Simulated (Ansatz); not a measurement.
**C2H7FSi2: up Jacob's ladder to CCSD(T)**

The task here is to estimate one member of a computed series from the others.

Program: Ansatz 0.2.0, Gaussian basis. Level of theory: functionals in def2-TZVPP, the program's frozen cores in correlated methods. These are calculated values, not measurements.

Levels to be run: LDA (SPW92), PBE-D4, revPBE-D4, BLYP-D4, r2SCAN-D4, B97M-V, PBE0-D4, B3LYP-D4, r2SCANh-D4, r2SCAN0-D4, HSE06-D4, BHLYP-D4, CAM-B3LYP-D4, LC-ωPBE, ωB97X-V, ωB97M-V, B2PLYP, PBE-QIDH; CCSD(T)/def2-SVP; CCSD(T)/def2-TZVPP; MP2/def2-QZVPP; extrapolation to the limit; RPA on PBE.

## The geometry

An earlier PBE0-D4 in a triple-zeta def2 set relaxation fixed the geometry.

12 atoms, charge 0, spin multiplicity 1.

Atoms are counted from 1 here; the program's logs count them from 0.

Bond lengths: C1–Si2 1.865 Å, C1–H6 1.093 Å, C1–H7 1.093 Å, C1–H8 1.092 Å, Si2–C3 1.888 Å, Si2–H9 1.488 Å, Si2–H12 1.501 Å, C3–Si4 1.878 Å, C3–H10 1.093 Å, C3–H11 1.095 Å, Si4–F5 1.626 Å. Angles: Si2–C1–H6 110.8°, Si2–C1–H7 109.8°, Si2–C1–H8 111.1°, H6–C1–H7 108.3°, H6–C1–H8 108.3°, H7–C1–H8 108.4°, C1–Si2–C3 111.0°, C1–Si2–H9 112.1°, C1–Si2–H12 108.9°, C3–Si2–H9 110.9°, C3–Si2–H12 107.2°, H9–Si2–H12 106.4°, Si2–C3–Si4 104.3°, Si2–C3–H10 110.2°, Si2–C3–H11 108.7°, Si4–C3–H10 110.5°, Si4–C3–H11 113.1°, H10–C3–H11 109.8° and more.

The first run:

The input, in.yaml:

```yaml
crystal:
  periodic: [false, false, false]
  atoms:
    - {symbol: C, position_ang: [-1.493517, 0.552860, -0.453061]}
    - {symbol: Si, position_ang: [-0.046404, -0.605042, -0.657413]}
    - {symbol: C, position_ang: [0.983782, -0.686396, 0.922824]}
    - {symbol: Si, position_ang: [2.372620, 0.544512, 0.633709]}
    - {symbol: F, position_ang: [1.520128, 1.918666, 0.806763]}
    - {symbol: H, position_ang: [-2.183360, 0.182011, 0.308704]}
    - {symbol: H, position_ang: [-1.138670, 1.538534, -0.142855]}
    - {symbol: H, position_ang: [-2.044166, 0.663328, -1.389623]}
    - {symbol: H, position_ang: [-0.472423, -1.965578, -1.083179]}
    - {symbol: H, position_ang: [1.387070, -1.693521, 1.059674]}
    - {symbol: H, position_ang: [0.345234, -0.423069, 1.772226]}
    - {symbol: H, position_ang: [0.846806, -0.081305, -1.743772]}
basis:
  gaussian: {orbitals: def2-TZVPP}
hamiltonian: {xc: lda}
output: {orbitals: {seedname: orbitals}}
```

Command:

```
$ ansatz run in.yaml --threads 4 --pin off --events-out ev --progress --plain --max-ram 10444MiB
```

Steps of the session up to this table: LDA; PBE-D4 (GGA); revPBE-D4 (GGA); BLYP-D4 (GGA); r2SCAN-D4 (meta-GGA); B97M-V (meta-GGA); B3LYP-D4 (hybrid); r2SCANh-D4 (hybrid); r2SCAN0-D4 (hybrid); HSE06-D4 (hybrid); BHLYP-D4 (hybrid); CAM-B3LYP-D4 (range-separated); LC-ωPBE (range-separated); ωB97X-V (range-separated); ωB97M-V (range-separated); B2PLYP (double hybrid); PBE-QIDH (double hybrid).

One table of the session follows, with a row left open; its other results are not shown here.

It belongs to the step «Frontier levels by functional». 

```
  functional  HOMO (eV)  LUMO (eV)  gap (eV)
 LDA (SPW92)      -5.58      -2.91      2.67
      PBE-D4      -5.47      -2.73      2.74
   revPBE-D4      -5.42      -2.65      2.77
     BLYP-D4      -5.35      -2.59      2.76
   r2SCAN-D4      -5.67      -2.61      3.06
      B97M-V      -5.77      -2.58      3.19
     PBE0-D4      -6.57      -1.91      4.66
    B3LYP-D4      -6.39      -2.09      4.30
  r2SCANh-D4      -6.08      -2.30      3.78
  r2SCAN0-D4      -6.69      -1.84      4.86
    HSE06-D4      -6.17      -2.29      3.88
    BHLYP-D4      -7.57      -0.98      6.59
CAM-B3LYP-D4      -7.87      -0.81      7.06
     LC-ωPBE      -9.15       0.28      9.43
     ωB97X-V          ?          ?         ?
     ωB97M-V      -8.67       0.07      8.75
```

Q: Estimate the row for ωB97X-V from the others.

**Answer.** HOMO (eV): -8.83; LUMO (eV): 0.20; gap (eV): 9.02. In the column «HOMO (eV)» it lies between LC-ωPBE (-9.15) and ωB97M-V (-8.67).
